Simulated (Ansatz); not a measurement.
Runs of Ansatz 0.2.0 on Y3F. The structure is hexagonal, space group P6/mmm (No. 191). The conventional cell has a = 6.267 Å, b = 6.267 Å, c = 3.362 Å, α = 90.00°, β = 90.00°, γ = 120.00°. Y (site symmetry mmm) is surrounded by 6 Y at 3.13 to 3.36 Å and 2 F at 3.13 Å. F (site symmetry 6/mmm) has 6 Y at 3.13 Å and 2 F at 3.36 Å as nearest neighbours. The cell was built by a generator and needn't be a form met in nature.

```tsv
task	level	cell	cutoff (eV)	points for each segment of the path	gap on the mesh (eV)	pressure (GPa)	relaxed volume (Å³/atom)
band structure	r2SCAN	as given	500	14	none	-0.5	-
band structure	BLYP	as given	420	14	none	1.3	-
relaxation of cell and atoms	BLYP	relaxed	420	-	none	0.0	(a)
relaxation of cell and atoms	BLYP+D3(BJ)	relaxed	420	-	none	0.0	26.34
relaxation of cell and atoms	BLYP+D4	relaxed	420	-	none	0.0	(b)
```

Alike in all rows: potentials or basis Ansatz PAW; no spin polarisation; k mesh 4 × 4 × 6; smearing fermi-dirac 0.05 eV.

Fill in the values left out.

(a) 29.87; (b) 28.01.

Caveats: the PAW data sets come from PBE, with cores solved anew for the run's functional, which leaves a small shift of forces and pressure; the potentials were made for another functional, which shifts forces and pressure (some runs); the plane-wave basis is chosen anew once the cell has moved, so the energies of steps on either side of that aren't comparable (some runs); pairwise dispersion overbinds metals, which lowers pressure and volume (some runs).

A k mesh can miss the band edges, and the runs leave out spin-orbit coupling on Y.

A gap of «none» marks a metal or a gap under the smearing width.

Not every run made on this cell is shown here.
